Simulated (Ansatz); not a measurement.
# F2Ge (SMILES [F][Ge][F]) at SVWN5/def2-TZVPP

What is the vertical singlet–triplet gap of F2Ge at SVWN5/def2-TZVPP? 

Program for the calculation: Ansatz 0.2.0.

### 1 The molecule

F2Ge has 3 atoms, charge 0, and is taken as a singlet. As SMILES, `[F][Ge][F]`. The coordinates come from a PBE0-D4/def2-TZVP relaxation.

Bond lengths: F1–Ge2 1.745 Å, Ge2–F3 1.745 Å. Angles: F1–Ge2–F3 97.2°.

### 2 A single-point energy at SVWN5/def2-TZVPP

molecule.yaml reads:

```yaml
crystal:
  periodic: [false, false, false]
  atoms:
    - {symbol: F, position_ang: [-0.675900, -1.101800, -0.497500]}
    - {symbol: Ge, position_ang: [0.637500, -0.295200, 0.320200]}
    - {symbol: F, position_ang: [0.027600, 1.332100, 0.164100]}
basis:
  gaussian: {orbitals: def2-TZVPP}
hamiltonian: {xc: {name: SVWN5}}
accuracy: high
output: {orbitals: {seedname: orbitals}}
```

The run is started by

```
ansatz run molecule.yaml --threads 1 --pin off --max-ram 3480MiB --events-out events.jsonl --progress --plain --runs-dir runs
```

The log of the run:

```text
Warning: RAYON_NUM_THREADS=1 ignored (pool sized by the plan → 1); use --threads N
Functional definition: SVWN5
  name "SVWN5"
  exchange = slater_x
  correlation = vwn5_c
1632 factors; integrals over basis functions are off by at most 5.2e-9 eV
mean field evaluation 1: about -61832.5435 eV, gradient 5.8e1 eV
mean field evaluation 2: about -61789.1599 eV, gradient 1.7e2 eV
mean field evaluation 4: about -61836.8475 eV, gradient 6.7e0 eV
mean field evaluation 8: about -61836.8908 eV, gradient 3.3e-1 eV
mean field evaluation 16: about -61836.8910 eV, gradient 5.4e-6 eV
mean field -61836.89100357 eV, -2272.4638298309 hartree, gradient 2.1e-8 eV, S^2 0.000000; 0 other end points of the search recorded, 0 dependent functions left out
reference -61836.89100567 eV, -2272.4638299083 hartree; 25, 25 occupied and 85, 85 virtual orbitals, 1632 factors
Total energy: -61836.89100567 eV, -2272.4638299083 hartree
```

Run time: 2.7 s. Hardware: 1 thread of Intel Xeon 6975P-C (Granite Rapids), shared host; peak memory 0.23 GiB.

### 3 The triplet

job.yaml reads:

```yaml
crystal:
  periodic: [false, false, false]
  atoms:
    - {symbol: F, position_ang: [-0.675900, -1.101800, -0.497500]}
    - {symbol: Ge, position_ang: [0.637500, -0.295200, 0.320200]}
    - {symbol: F, position_ang: [0.027600, 1.332100, 0.164100]}
basis:
  gaussian:
    orbitals: def2-TZVPP
magnetization:
  spin_polarized: true
  initial_magnetization: 2
hamiltonian:
  xc: {name: SVWN5}
accuracy: high
output:
  orbitals: {seedname: orbitals}
```

The run is started by

```
ansatz run job.yaml --threads 1 --pin off --max-ram 3480MiB --events-out events.jsonl --progress --plain --runs-dir runs
```

The log of the run:

```text
Warning: RAYON_NUM_THREADS=1 ignored (pool sized by the plan → 1); use --threads N
Functional definition: SVWN5
  name "SVWN5"
  exchange = slater_x
  correlation = vwn5_c
1632 factors; integrals over basis functions are off by at most 5.2e-9 eV
mean field evaluation 1: about -61829.3673 eV, gradient 3.7e1 eV
mean field evaluation 2: about -61788.5584 eV, gradient 1.1e2 eV
mean field evaluation 4: about -61832.8928 eV, gradient 6.6e0 eV
mean field evaluation 8: about -61833.0031 eV, gradient 5.0e-1 eV
mean field evaluation 16: about -61833.0039 eV, gradient 6.8e-6 eV
mean field -61833.00389693 eV, -2272.3209812968 hartree, gradient 5.6e-9 eV, S^2 2.001132; 0 other end points of the search recorded, 0 dependent functions left out
reference -61833.00389905 eV, -2272.3209813746 hartree; 26, 24 occupied and 84, 86 virtual orbitals, 1632 factors
Total energy: -61833.00389905 eV, -2272.3209813746 hartree
```

Run time: 2.9 s. Hardware: 1 thread of Intel Xeon 6975P-C (Granite Rapids), shared host; peak memory 0.26 GiB.

### 4 What came out

At SVWN5/def2-TZVPP:

| quantity | value |
| --- | --- |
| singlet: total energy | -2272.46383 Eh |
| singlet: HOMO energy | -7.90 eV |
| singlet: LUMO energy | -3.62 eV |
| singlet: HOMO–LUMO gap | 4.28 eV |
| triplet: total energy | -2272.32098 Eh |
| triplet: HOMO energy (highest over α and β) | -4.29 eV |
| triplet: ⟨S²⟩ | 2.001 |
| vertical energy of the triplet above the singlet | 3.887 eV |

In words: At this shape the triplet lies 3.89 eV (375 kJ/mol) above the singlet.
